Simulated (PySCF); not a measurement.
# F2Lu (Lu(F)2+): the cost of one run

The runs use PySCF 2.14.0; PBE0, Lu lcecp-1-SVP with ECP60, F def2-SVP; scalar-relativistic core potentials, no spin–orbit coupling.

1 further run of the same task is left out (for a known fault of the program).

**1. Starting geometry**

3 atoms, charge 1, spin multiplicity 1.

Bond lengths: Lu1–F2 2.034 Å, Lu1–F3 2.034 Å. Angles: F2–Lu1–F3 131.8°.

Geometry (Å):

```tsv
atom	x (Å)	y (Å)	z (Å)
Lu1	0.00000	0.00000	0.00000
F2	1.85650	0.00000	0.83080
F3	-1.85650	0.00000	0.83080
```

Formal oxidation states: Lu +3. Each metal's 14 4f electrons lie in its core potential, so multiplicities, spins and levels count the valence alone.

**2. SCF at the start, singlet**

Input file run.py (the lines that set the calculation):

```python
mol = gto.M(atom='''
Lu     0.00000     0.00000     0.00000
F      1.85650     0.00000     0.83080
F     -1.85650     0.00000     0.83080''',
    basis={'Lu': 'lcecp-1-SVP', 'F': 'def2-SVP'},
    ecp={'Lu': 'lcecp-1-SVP'},
    charge=1, spin=0)
mf = dft.RKS(mol, xc='PBE0')
mf.grids.atom_grid = (50, 194)  # f atoms: unpruned, at least (60, 302)
mf = mf.density_fit()  # fitting sets: Lu AutoAux, F def2-universal-JKFIT
mf.conv_tol = 1e-08; mf.max_cycle = 55
mf.kernel(dm0)  # dm0: free metal ions and neutral atoms
```

Command:

```sh
$ OMP_NUM_THREADS=2 python run.py
```

What time and memory should one allow on 2 threads of Arm Neoverse N1, shared host?

About 2.8 s, with a peak of 0.31 GiB.
